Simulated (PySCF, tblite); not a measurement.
**C3H7BN radical: geometry, infrared bands and EPR parameters**

What infrared bands and EPR parameters should C3H7BN radical (`[BH]N(C)C=C`) show?

Programs: tblite 0.8.0 and PySCF 2.14.0, with density-fitted response routines of our own. Each step states its level of theory. These are calculated values for one molecule in the gas phase, unless marked as measured. Atoms are numbered from 0 throughout.

## (1) Starting geometry

12 atoms, charge 0, multiplicity 2; geometry from: force field or distance geometry start.

Bonds of the start (Å): B0–N1 1.53, N1–C2 1.42, N1–C3 1.41, C3–C4 1.34, B0–H5 1.21, C2–H6 1.10, C2–H7 1.10, C2–H8 1.13, C3–H9 1.08, C4–H10 1.10, C4–H11 1.08.

## (2) Geometry optimisation with GFN2-xTB

The job: settings as JSON, then the geometry in Å.

```
{"job": {"kind": "relax", "xc": "GFN2-xTB", "basis": "xTB"}, "charge": 0, "multiplicity": 2}
B     -0.732600     1.362600     1.236400
N     -0.337600     0.326800     0.176900
C     -1.225300    -0.761100    -0.059900
C      0.896800     0.465000    -0.497200
C      1.903800    -0.349100    -0.141300
H     -1.606500     2.110500     0.867100
H     -1.052300    -1.519300     0.723800
H     -1.169900    -1.159800    -1.088900
H     -2.267700    -0.331900     0.031100
H      1.019500     1.208500    -1.273400
H      2.878600    -0.287400    -0.642000
H      1.694200    -1.065500     0.641400
```

Command:

```console
> OMP_NUM_THREADS=1 python probes_run.py task.json out
```

One launch serves the whole session: the jobs run in the order shown.

**Question.** This job is followed by: GFN2-xTB harmonic vibrations, gas phase; UKS B3LYP, pcH-1 on B C H N, non-relativistic, mean-field spin-orbit, GIAO. What will the session give for the following? strongest single infrared mode (GFN2-xTB); zero-point energy (GFN2-xTB); g(iso) (B3LYP); ⟨S²⟩; largest a(iso) (averaged by class); potential on the surface of density 0.002 e/bohr³, 1st and 99th percentile.

As calculated:

| quantity | value |
| --- | --- |
| strongest single infrared mode (GFN2-xTB) | 2615 cm⁻¹, 229 km/mol |
| zero-point energy (GFN2-xTB) | 60.3 kcal/mol |
| g(iso) (B3LYP) | 2.00193 |
| ⟨S²⟩ | 0.753 (exact 0.75) |
| largest a(iso) (averaged by class) | 11B on B0, 447.4 MHz |
| potential on the surface of density 0.002 e/bohr³, 1st and 99th percentile | -0.82 V and 0.93 V |

Over 75 steps the energy fell by 1.447 eV; of the close pairs, B0–N1 changed most, 1.533 to 1.384 Å. All 30 modes are real, so the xTB geometry is a minimum. The strongest single mode, at 2615 cm⁻¹, moves mainly H5. GFN2-xTB is a fitted tight-binding method: band positions and strengths are rough. Its intensities can rank the bands wrongly. Most of the unpaired spin sits on B0 (0.99 e). The isotropic g lies 0.4 ppt below the free-electron value. These values are for one conformer; the search (at its own cheap level) found 1 more, at 0.26 kcal/mol, and measured spectra average over such forms.
